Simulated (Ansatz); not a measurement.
Born–Oppenheimer molecular dynamics of a periodic cell of 40 atoms, Cs2NaCaF6 (host Cs2NaCaF6, host structure Fm-3m). It starts from an unrelaxed structure (largest force component 0.16 eV/Å).

All numbers below come from DFT PBEsol, scalar-relativistic, plane waves, PAW in Ansatz. Settings: accuracy low, cutoff 420 eV, k mesh 1x1x1, fermi-dirac smearing 0.05 eV, no spin polarisation.

- ensemble: NPT, Langevin
- time step: 2 fs
- steps asked: 150
- set temperature: 700 K
- friction: 0.02 /fs
- pressure: 1 GPa
- seed: 108238

Frames 40 fs apart, positions in Å, forces in eV/Å.

Velocities at 0.0 fs (Å/ps):

```
Cs -1.20 -0.03 1.40
Cs 2.01 -3.00 -0.55
Na 2.78 6.23 0.63
Ca 0.22 2.48 2.34
F -6.01 3.17 5.71
F -13.98 3.17 -2.40
F 7.77 6.66 -0.39
F 6.73 1.86 0.18
F 11.20 -3.50 -5.44
F -8.46 0.79 6.00
Cs -0.07 0.20 0.81
Cs 0.28 -1.78 1.12
Na -1.15 4.93 2.36
Ca 7.83 3.98 -3.63
F -4.18 6.29 10.47
F -2.36 4.20 -4.96
F -3.08 3.78 -1.53
F -6.90 -7.63 0.48
F 1.64 7.31 1.85
F 10.05 3.90 1.80
Cs -3.49 -1.48 -2.62
Cs -0.20 -1.89 -0.17
Na -1.81 3.31 -7.30
Ca 3.28 -4.35 -1.82
F -2.51 3.49 -3.83
F 7.92 -13.54 -0.54
F 4.75 4.20 8.53
F -2.00 -0.74 -5.89
F -0.40 0.15 -2.48
F -7.33 2.94 -3.07
Cs -0.21 -1.81 -2.83
Cs 1.43 2.36 2.63
Na 7.48 5.06 0.05
Ca 2.00 3.60 7.80
F -11.03 5.32 -4.89
F -0.99 -12.09 -3.39
F 1.63 -8.37 -3.99
F -4.55 2.38 4.48
F -8.62 -2.79 1.17
F 3.98 5.40 -1.11
```

```xyz
40
Lattice="9.2451 0.0000 0.0000 0.0000 9.2451 0.0000 0.0000 0.0000 9.2451" Properties=species:S:1:pos:R:3:forces:R:3 time_fs=0.0 energy_less_start_eV=0.000 T=682
Cs 6.934 6.934 6.934 0.00 0.00 0.00
Cs 2.311 2.311 2.311 0.00 0.00 0.00
Na 0.000 0.000 0.000 0.00 0.00 0.00
Ca 4.622 4.622 4.622 0.00 0.00 0.00
F 2.350 4.622 4.622 0.16 0.00 0.00
F 4.622 6.895 4.622 0.00 -0.16 0.00
F 4.622 2.350 4.622 0.00 0.16 0.00
F 4.622 4.622 2.350 0.00 0.00 0.16
F 4.622 4.622 6.895 0.00 0.00 -0.16
F 6.895 4.622 4.622 -0.16 0.00 0.00
Cs 2.311 2.311 6.934 0.00 0.00 0.00
Cs 6.934 6.934 2.311 0.00 0.00 0.00
Na 4.622 4.622 0.000 0.00 0.00 0.00
Ca 0.000 0.000 4.622 0.00 0.00 0.00
F 6.973 0.000 4.622 0.16 0.00 0.00
F 0.000 2.272 4.622 0.00 -0.16 0.00
F 0.000 6.973 4.622 0.00 0.16 0.00
F 0.000 0.000 2.350 0.00 0.00 0.16
F 0.000 0.000 6.895 0.00 0.00 -0.16
F 2.272 0.000 4.622 -0.16 0.00 0.00
Cs 2.311 6.934 2.311 0.00 0.00 0.00
Cs 6.934 2.311 6.934 0.00 0.00 0.00
Na 4.622 0.000 4.622 0.00 0.00 0.00
Ca 0.000 4.622 0.000 0.00 0.00 0.00
F 6.973 4.622 0.000 0.16 0.00 0.00
F 0.000 6.895 0.000 0.00 -0.16 0.00
F 0.000 2.350 0.000 0.00 0.16 0.00
F 0.000 4.622 6.973 0.00 0.00 0.16
F 0.000 4.622 2.272 0.00 0.00 -0.16
F 2.272 4.622 0.000 -0.16 0.00 0.00
Cs 6.934 2.311 2.311 0.00 0.00 0.00
Cs 2.311 6.934 6.934 0.00 0.00 0.00
Na 0.000 4.622 4.622 0.00 0.00 0.00
Ca 4.622 0.000 0.000 0.00 0.00 0.00
F 2.350 0.000 0.000 0.16 0.00 0.00
F 4.622 2.272 0.000 0.00 -0.16 0.00
F 4.622 6.973 0.000 0.00 0.16 0.00
F 4.622 0.000 6.973 0.00 0.00 0.16
F 4.622 0.000 2.272 0.00 0.00 -0.16
F 6.895 0.000 0.000 -0.16 0.00 0.00
40
Lattice="9.1517 0.0000 0.0000 0.0000 9.2707 0.0000 0.0000 0.0000 9.1849" Properties=species:S:1:pos:R:3:forces:R:3 time_fs=40.0 energy_less_start_eV=1.828 T=510
Cs 6.871 6.981 6.956 0.05 0.03 -0.17
Cs 2.377 2.268 2.288 -0.13 0.26 -0.04
Na -0.118 0.051 -0.048 0.33 -0.02 0.01
Ca 4.526 4.787 4.696 -0.48 -0.09 0.13
F 2.300 4.696 4.716 0.42 -0.05 0.05
F 4.176 7.133 4.624 0.34 -0.79 0.12
F 4.685 2.484 4.665 -0.18 -0.05 -0.08
F 4.535 4.689 2.528 0.10 0.04 -0.51
F 4.734 4.575 6.930 -0.22 0.07 0.03
F 6.644 4.653 4.765 0.73 0.22 -0.09
Cs 2.324 2.378 6.919 0.01 0.10 0.11
Cs 6.868 6.894 2.243 0.14 0.07 0.16
Na 4.648 4.729 0.214 -0.20 -0.40 -0.31
Ca 0.365 0.134 4.586 -2.57 -0.44 -0.21
F 6.929 0.001 4.953 0.16 -0.03 -0.18
F -0.084 2.327 4.586 0.21 -0.13 -0.08
F -0.120 7.025 4.280 0.22 0.46 0.25
F -0.249 -0.116 2.317 0.25 0.19 0.25
F 0.200 0.087 6.802 -0.08 -0.10 -0.06
F 2.363 0.109 4.561 0.19 0.19 0.04
Cs 2.203 6.897 2.203 -0.11 -0.16 0.08
Cs 6.863 2.265 6.905 -0.02 0.15 -0.15
Na 4.369 0.013 4.542 1.05 0.25 0.23
Ca 0.014 4.655 -0.024 -0.42 -0.45 0.40
F 6.905 4.835 -0.371 0.07 -0.20 0.52
F 0.059 6.790 0.006 -0.10 0.75 0.04
F -0.057 2.430 0.091 -0.03 -0.13 0.02
F 0.081 4.702 6.997 0.07 0.04 -0.49
F -0.042 4.630 2.360 -0.10 0.02 -0.49
F 2.161 4.565 0.079 0.60 -0.01 0.04
Cs 6.877 2.313 2.145 0.10 0.06 0.33
Cs 2.298 7.008 6.931 -0.05 -0.02 0.09
Na 0.215 4.820 4.581 -0.75 -0.34 0.16
Ca 4.491 -0.062 0.087 0.01 -0.40 0.26
F 2.154 0.120 -0.274 0.39 -0.16 0.38
F 4.465 2.079 0.272 0.10 0.52 0.11
F 4.491 6.840 -0.189 0.05 0.82 0.23
F 4.277 0.188 7.185 0.20 -0.11 -0.75
F 4.059 -0.276 2.324 0.46 0.21 -0.51
F 6.877 0.261 -0.029 -0.82 -0.37 0.08
40
Lattice="9.0278 0.0000 0.0000 0.0000 9.2382 0.0000 0.0000 0.0000 9.0522" Properties=species:S:1:pos:R:3:forces:R:3 time_fs=80.0 energy_less_start_eV=2.496 T=711
Cs 6.804 7.015 6.891 0.07 -0.04 -0.12
Cs 2.325 2.304 2.169 -0.17 -0.06 0.45
Na -0.040 0.273 -0.025 -0.11 -0.66 0.02
Ca 4.339 5.031 4.691 1.33 -1.76 -0.17
F 2.316 4.627 4.825 -0.96 0.08 -0.12
F 4.330 7.081 4.820 0.10 0.91 -0.02
F 4.397 2.622 4.637 0.17 -0.03 -0.17
F 4.676 4.635 2.418 -0.01 0.30 0.11
F 4.877 4.511 6.951 -0.36 0.19 -0.89
F 6.568 4.841 4.645 0.34 0.06 -0.04
Cs 2.247 2.407 6.767 0.09 0.12 0.09
Cs 6.793 6.868 2.233 0.04 0.10 0.12
Na 4.833 4.686 -0.032 -0.57 -0.02 0.64
Ca 0.166 0.059 4.511 -0.20 0.15 0.38
F 6.834 -0.040 5.191 0.33 0.19 -0.61
F 0.095 2.211 4.910 -0.23 0.45 -0.39
F -0.022 7.165 4.195 0.08 -0.49 0.32
F 0.001 0.046 2.353 -0.14 0.34 -0.40
F 0.400 0.160 6.728 -0.16 -0.33 0.09
F 2.445 0.287 4.408 -0.55 -0.07 0.05
Cs 2.158 6.850 2.106 -0.35 -0.27 0.15
Cs 6.744 2.364 6.883 -0.08 0.03 -0.34
Na 4.627 0.148 4.531 -0.16 -0.09 0.23
Ca 0.081 4.658 0.091 0.47 -0.12 -0.35
F 7.053 4.959 -0.313 -0.70 -0.20 0.42
F -0.082 6.966 0.238 0.18 -0.16 -0.22
F -0.272 2.367 -0.255 0.27 0.81 0.48
F 0.102 4.833 6.880 0.14 0.09 0.13
F -0.236 4.775 2.291 0.16 -0.37 -0.06
F 2.377 4.381 0.238 -0.43 0.24 -0.12
Cs 6.782 2.291 1.999 0.12 0.15 0.42
Cs 2.173 7.013 6.791 -0.36 0.02 -0.16
Na 0.070 4.683 4.633 -0.26 -0.01 -0.14
Ca 4.229 -0.229 -0.132 0.99 0.96 0.35
F 2.141 0.027 -0.222 -0.28 0.11 0.12
F 4.467 2.401 0.616 0.18 -0.44 -0.61
F 4.134 6.891 -0.354 0.41 -0.16 0.20
F 4.343 0.512 6.829 0.09 -0.28 0.12
F 3.872 -0.476 2.096 0.83 0.57 -0.11
F 6.563 0.184 -0.074 -0.32 -0.28 0.13
40
Lattice="8.8853 0.0000 0.0000 0.0000 9.2989 0.0000 0.0000 0.0000 8.9336" Properties=species:S:1:pos:R:3:forces:R:3 time_fs=120.0 energy_less_start_eV=3.049 T=626
Cs 6.670 7.147 6.826 0.26 -0.42 0.36
Cs 2.273 2.349 2.056 -0.05 -0.08 0.47
Na 0.061 0.317 0.007 -0.97 -0.15 0.03
Ca 4.442 4.977 4.668 -0.28 0.11 -0.72
F 2.097 4.684 5.095 0.63 0.38 -0.55
F 4.561 7.300 4.929 -0.23 -0.36 -0.22
F 4.301 2.767 4.440 0.24 -0.34 -0.30
F 4.745 4.709 2.491 -0.28 0.13 -0.27
F 4.819 4.401 6.613 -0.07 0.15 1.07
F 6.632 5.080 4.440 0.12 -0.12 0.22
Cs 2.271 2.480 6.643 0.08 -0.10 0.17
Cs 6.738 6.897 2.242 -0.09 0.20 -0.05
Na 4.577 4.642 -0.049 -0.22 0.60 0.05
Ca 0.166 0.146 4.416 -0.36 -0.03 0.27
F 6.961 -0.152 5.063 0.27 0.49 -0.50
F 0.158 2.446 4.926 -0.40 -0.52 -0.35
F 0.189 7.121 4.115 -0.09 0.30 0.34
F 0.018 0.296 2.171 -0.18 0.11 0.60
F 0.350 -0.099 6.844 -0.27 0.14 -0.78
F 2.277 0.326 4.318 0.42 -0.11 0.05
Cs 2.046 6.953 2.163 0.44 0.15 -0.14
Cs 6.668 2.423 6.795 0.19 -0.02 -0.13
Na 5.000 0.307 4.458 -1.14 -0.15 -0.04
Ca 0.240 4.677 0.068 -1.71 0.83 -0.53
F 6.799 4.885 0.235 0.03 -0.17 -0.25
F -0.066 7.018 0.286 0.10 -0.15 -0.15
F -0.177 2.614 -0.303 0.11 -0.72 0.17
F 0.102 5.170 6.856 -0.32 -0.12 -0.22
F -0.107 4.395 2.143 0.14 -0.03 0.89
F 2.261 4.509 0.133 1.25 0.07 0.03
Cs 6.629 2.331 1.941 0.08 0.23 0.20
Cs 2.057 7.091 6.569 0.21 0.10 0.10
Na -0.073 4.644 4.582 0.03 0.21 -0.13
Ca 4.133 -0.109 -0.221 0.06 0.18 -0.27
F 2.033 -0.055 -0.056 0.38 0.04 -0.04
F 4.415 2.590 0.360 0.03 -1.00 -0.37
F 4.104 6.906 -0.240 0.09 0.32 -0.10
F 4.436 0.801 6.557 -0.06 -0.54 0.54
F 3.988 -0.238 1.931 0.32 0.19 0.47
F 6.177 -0.127 0.063 1.24 0.18 0.08
40
Lattice="8.9614 0.0000 0.0000 0.0000 9.3402 0.0000 0.0000 0.0000 8.9838" Properties=species:S:1:pos:R:3:forces:R:3 time_fs=160.0 energy_less_start_eV=2.260 T=769
Cs 6.609 7.116 6.973 0.31 -0.02 -0.24
Cs 2.267 2.447 2.029 0.23 -0.04 0.20
Na 0.007 0.406 -0.028 -0.36 -0.37 0.06
Ca 4.498 5.074 4.549 0.84 -0.43 0.49
F 2.421 4.792 4.862 -0.64 0.11 -0.17
F 4.446 7.265 4.892 0.04 -0.10 -0.12
F 4.425 2.839 4.169 0.14 -0.34 0.19
F 4.665 4.605 2.424 -0.17 0.20 -0.47
F 4.818 4.577 6.832 -0.06 0.06 -0.76
F 6.829 5.091 4.380 -0.36 -0.05 0.24
Cs 2.291 2.505 6.587 0.15 0.18 0.15
Cs 6.877 6.963 2.249 -0.31 0.33 0.18
Na 4.407 4.596 -0.071 0.47 0.19 0.49
Ca 0.216 0.318 4.592 -0.59 -0.77 -0.76
F 6.938 -0.196 4.697 0.18 0.30 -0.19
F 0.128 2.449 4.681 -0.10 0.16 0.27
F 0.277 7.128 4.275 -0.24 0.33 0.01
F 0.040 0.725 2.320 0.09 -0.48 0.13
F -0.013 -0.224 6.675 -0.02 0.35 0.39
F 2.418 0.135 4.482 -0.20 0.13 0.06
Cs 1.991 7.131 2.258 0.74 0.21 -0.18
Cs 6.675 2.428 6.864 0.07 0.10 -0.20
Na 4.776 0.256 4.397 -0.47 -0.19 0.18
Ca 0.073 4.928 0.104 -0.05 -1.42 -0.32
F 6.792 4.846 0.349 -0.04 -0.07 -0.28
F 0.002 6.973 0.308 -0.20 1.02 0.12
F -0.241 2.650 -0.261 0.38 0.08 0.00
F 0.003 5.455 6.856 -0.21 -0.55 0.10
F 0.028 4.238 2.336 0.18 0.40 -0.90
F 2.330 4.970 -0.025 -0.70 -0.23 0.12
Cs 6.728 2.352 2.076 -0.19 0.20 0.10
Cs 2.011 7.187 6.555 0.39 -0.08 0.25
Na 0.069 4.679 4.372 0.08 0.27 0.73
Ca 4.289 -0.162 -0.261 0.14 0.65 0.83
F 2.068 -0.230 -0.033 0.46 0.21 -0.09
F 4.374 2.104 -0.025 -0.07 0.13 0.11
F 4.341 7.007 -0.154 0.08 -0.05 -0.01
F 4.498 0.694 6.653 -0.04 -0.50 0.12
F 4.154 -0.138 2.285 0.19 0.07 -0.61
F 6.545 -0.077 0.222 -0.15 0.03 -0.22
```

Of the whole run (300 fs, mean temperature of the second half 704 K): The conserved energy stayed within 0.059 meV per atom of its start (net change 0.036 meV per atom), so the integration is sound. A run of 0.3 ps of so small a system gives no equilibrium averages. Limits of this set-up: coarse k mesh, low accuracy level. The cell's volume went from 790 to 767 Å³.

Time of the run: 17 min on 2 threads of Arm Neoverse V2 (shared host), peak memory 0.94 GiB.
